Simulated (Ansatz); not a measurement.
**GeH₅NSi: up Jacob's ladder to CCSD(T)**

How much do the methods differ for GeH₅NSi? The plan is to run it at one geometry with functionals of several rungs and with coupled cluster. The yardstick is the atomisation energy at the CCSD(T) limit.

Computed with Ansatz 0.2.0, Gaussian basis. Level: functionals in def2-TZVPP, the program's frozen cores in correlated methods.

Levels to be run: LDA (SPW92), PBE-D4, revPBE-D4, BLYP-D4, r2SCAN-D4, B97M-V, PBE0-D4, B3LYP-D4, r2SCANh-D4, r2SCAN0-D4, HSE06-D4, BHLYP-D4, CAM-B3LYP-D4, LC-ωPBE, ωB97X-V, ωB97M-V, B2PLYP, PBE-QIDH; CCSD(T)/def2-SVP; CCSD(T)/def2-TZVPP; MP2/def2-QZVPP; extrapolation to the limit; RPA on PBE.

## Step 1: The geometry

The geometry comes from an earlier relaxation with PBE0-D4 in a triple-zeta def2 set; it is a stationary point, not always the lowest conformer.

SMILES `[NH]1[SiH2][GeH2]1`, 8 atoms, charge 0, spin multiplicity 1.

Atoms are counted from 1 here; the program's logs count them from 0.

Bond lengths: N1–Si2 1.702 Å, N1–Ge3 1.874 Å, N1–H4 1.004 Å, Si2–Ge3 2.293 Å, Si2–H5 1.488 Å, Si2–H6 1.488 Å, Ge3–H7 1.539 Å, Ge3–H8 1.539 Å. Angles: Si2–N1–Ge3 79.6°, Si2–N1–H4 141.8°, Ge3–N1–H4 138.6°, N1–Si2–Ge3 53.5°, N1–Si2–H5 119.1°, N1–Si2–H6 119.1°, Ge3–Si2–H5 123.1°, Ge3–Si2–H6 123.0°, H5–Si2–H6 108.9°, N1–Ge3–Si2 46.9°, N1–Ge3–H7 113.7°, N1–Ge3–H8 113.7°, Si2–Ge3–H7 124.5°, Si2–Ge3–H8 124.5°, H7–Ge3–H8 110.9°.

## Step 2: LDA

This LDA is Slater exchange with PW92 correlation.

File in.yaml:

```yaml
crystal:
  periodic: [false, false, false]
  atoms:
    - {symbol: N, position_ang: [-0.704891, -0.212958, -0.657428]}
    - {symbol: Si, position_ang: [-0.039713, 1.178027, 0.063311]}
    - {symbol: Ge, position_ang: [0.613301, -0.990262, 0.424821]}
    - {symbol: H, position_ang: [-1.415002, -0.503651, -1.305236]}
    - {symbol: H, position_ang: [0.733106, 2.129966, -0.780140]}
    - {symbol: H, position_ang: [-0.859305, 1.951612, 1.035277]}
    - {symbol: H, position_ang: [1.716621, -1.712446, -0.368175]}
    - {symbol: H, position_ang: [0.047982, -1.897287, 1.531869]}
basis:
  gaussian: {orbitals: def2-TZVPP}
hamiltonian: {xc: lda}
output: {orbitals: {seedname: orbitals}}
```

Command:

```
$ ansatz run in.yaml --threads 2 --pin off --events-out ev --progress --plain --max-ram 4352MiB
```

After this run come: PBE-D4 (GGA); revPBE-D4 (GGA); BLYP-D4 (GGA); r2SCAN-D4 (meta-GGA); B97M-V (meta-GGA); PBE0-D4 (hybrid); B3LYP-D4 (hybrid); r2SCANh-D4 (hybrid); r2SCAN0-D4 (hybrid); HSE06-D4 (hybrid); BHLYP-D4 (hybrid); CAM-B3LYP-D4 (range-separated); LC-ωPBE (range-separated); ωB97X-V (range-separated); ωB97M-V (range-separated); B2PLYP (double hybrid); PBE-QIDH (double hybrid); CCSD(T) in def2-SVP; CCSD(T) in def2-TZVPP; MP2 in def2-QZVPP; RPA on PBE orbitals.

**Question.** What will the summary of the whole plan be? Wanted: atomisation energy, CCSD(T)/CBS; farthest beyond LDA; mean size of error, GGA; mean size of error, meta-GGA; mean size of error, hybrid; mean size of error, range-separated; mean size of error, double hybrid; gap, smallest and largest; T1 diagnostic.

The runs gave:

```
                               quantity                                                                value
        atomisation energy, CCSD(T)/CBS                                                        2312.8 kJ/mol
 functionals within 23.1 kJ/mol (1.0 %)  PBE-D4, r2SCAN-D4, B97M-V, B3LYP-D4, CAM-B3LYP-D4, ωB97X-V, ωB97M-V
                    farthest beyond LDA                                              BHLYP-D4 (-71.3 kJ/mol)
                mean size of error, GGA                                                          27.8 kJ/mol
           mean size of error, meta-GGA                                                          14.4 kJ/mol
             mean size of error, hybrid                                                          38.2 kJ/mol
    mean size of error, range-separated                                                          17.6 kJ/mol
      mean size of error, double hybrid                                                          43.9 kJ/mol
              gap, smallest and largest                            4.35 eV (LDA (SPW92)), 11.05 eV (LC-ωPBE)
                          T1 diagnostic                                                               0.0125
triples share of the correlation energy                                                                3.9 %
```

What this shows: LDA overbinds by 316.1 kJ/mol (14 %). PBE-D4 is off by -2.0 kJ/mol. Double hybrids carry the basis error of their MP2 part in triple zeta, and no dispersion term here, so their miss is partly the set-up's. The rungs meta-GGA, range-separated miss on average by less than the doubt on the reference (23.1 kJ/mol), so they tie. The reference freezes the cores and leaves out relativity and excitations past (T), and its outer-core shells are covered unevenly, so misses under about 23.1 kJ/mol can't be ranked. Hartree-Fock recovers 68 % of the binding; the rest is correlation. CCSD(T) in def2-SVP is off by -213.2 kJ/mol, which most functionals beat. Orbital gaps span 4.3 to 11.1 eV; exact exchange widens them. Correlated methods include outer-core shells of Ge, which these sets cover unevenly.
